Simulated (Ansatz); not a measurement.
**C₇H₅FO: basis-set convergence**

An exercise on one series of results from a longer session: the logs are not shown, and one member is left open.

The runs use Ansatz 0.2.0, Gaussian basis; one geometry, several basis sets.

Levels to be run: PBE0-D4/def2-SVP; ωB97M-V/def2-SVP; PBE0-D4/def2-QZVPP; ωB97M-V/def2-QZVPP; the functionals' def2-TZVPP values are taken from earlier runs.

### Structure used throughout

The geometry comes from an earlier relaxation with PBE0-D4 in a triple-zeta def2 set; it is a stationary point, not always the lowest conformer.

SMILES `O=C(F)c1ccccc1`, 14 atoms, charge 0, spin multiplicity 1.

Atoms are counted from 1 here; the program's logs count them from 0.

Bond lengths: O1–C2 1.184 Å, C2–F3 1.349 Å, C2–C4 1.471 Å, C4–C5 1.393 Å, C4–C9 1.392 Å, C5–C6 1.382 Å, C5–H10 1.083 Å, C6–C7 1.389 Å, C6–H11 1.083 Å, C7–C8 1.388 Å, C7–H12 1.084 Å, C8–C9 1.384 Å, C8–H13 1.083 Å, C9–H14 1.082 Å. Angles: O1–C2–F3 119.9°, O1–C2–C4 127.8°, F3–C2–C4 112.3°, C2–C4–C5 117.8°, C2–C4–C9 122.0°, C5–C4–C9 120.3°, C4–C5–C6 119.8°, C4–C5–H10 118.8°, C6–C5–H10 121.3°, C5–C6–C7 119.9°, C5–C6–H11 120.0°, C7–C6–H11 120.1°, C6–C7–C8 120.3°, C6–C7–H12 119.8°, C8–C7–H12 119.8°, C7–C8–C9 120.0°, C7–C8–H13 120.1°, C9–C8–H13 119.9° and more.

Set-up of the first run:

in.yaml reads:

```yaml
crystal:
  periodic: [false, false, false]
  atoms:
    - {symbol: O, position_ang: [2.816227, -1.406333, -0.498531]}
    - {symbol: C, position_ang: [1.843691, -1.412978, 0.175893]}
    - {symbol: F, position_ang: [1.723955, -2.311436, 1.175005]}
    - {symbol: C, position_ang: [0.672555, -0.527946, 0.076794]}
    - {symbol: C, position_ang: [0.675309, 0.442754, -0.922405]}
    - {symbol: C, position_ang: [-0.403320, 1.297095, -1.053824]}
    - {symbol: C, position_ang: [-1.484920, 1.184920, -0.189537]}
    - {symbol: C, position_ang: [-1.488784, 0.218665, 0.806273]}
    - {symbol: C, position_ang: [-0.411577, -0.640268, 0.942720]}
    - {symbol: H, position_ang: [1.530744, 0.509774, -1.583363]}
    - {symbol: H, position_ang: [-0.403715, 2.052723, -1.830241]}
    - {symbol: H, position_ang: [-2.330328, 1.855489, -0.293424]}
    - {symbol: H, position_ang: [-2.334258, 0.134548, 1.478543]}
    - {symbol: H, position_ang: [-0.405559, -1.396998, 1.716076]}
basis:
  gaussian: {orbitals: def2-SVP}
hamiltonian: {xc: pbe0, dispersion: d4}
output: {orbitals: {seedname: orbitals}}
```

Launch:

```sh
> ansatz run in.yaml --threads 2 --pin off --events-out ev --progress --plain --max-ram 32768MiB --backend cpu
```

Among the steps run: PBE0-D4 in def2-SVP; ωB97M-V in def2-SVP; PBE0-D4 in def2-QZVPP; ωB97M-V in def2-QZVPP.

One of the session's tables, all rows but one given; the rest of the session is left out.

It belongs to the step «Functionals by basis». 

```
functional       basis  HOMO (eV)  LUMO (eV)
   PBE0-D4    def2-SVP      -7.95      -1.80
   PBE0-D4  def2-TZVPP          ?          ?
   PBE0-D4  def2-QZVPP      -7.99      -1.95
   ωB97M-V    def2-SVP     -10.02       0.31
   ωB97M-V  def2-TZVPP     -10.06       0.14
   ωB97M-V  def2-QZVPP     -10.07       0.09
```

Q: Estimate the row for PBE0-D4, def2-TZVPP from the others.

As computed: HOMO (eV): -7.98; LUMO (eV): -1.92. In the column «HOMO (eV)» it lies between PBE0-D4, def2-QZVPP (-7.99) and PBE0-D4, def2-SVP (-7.95).
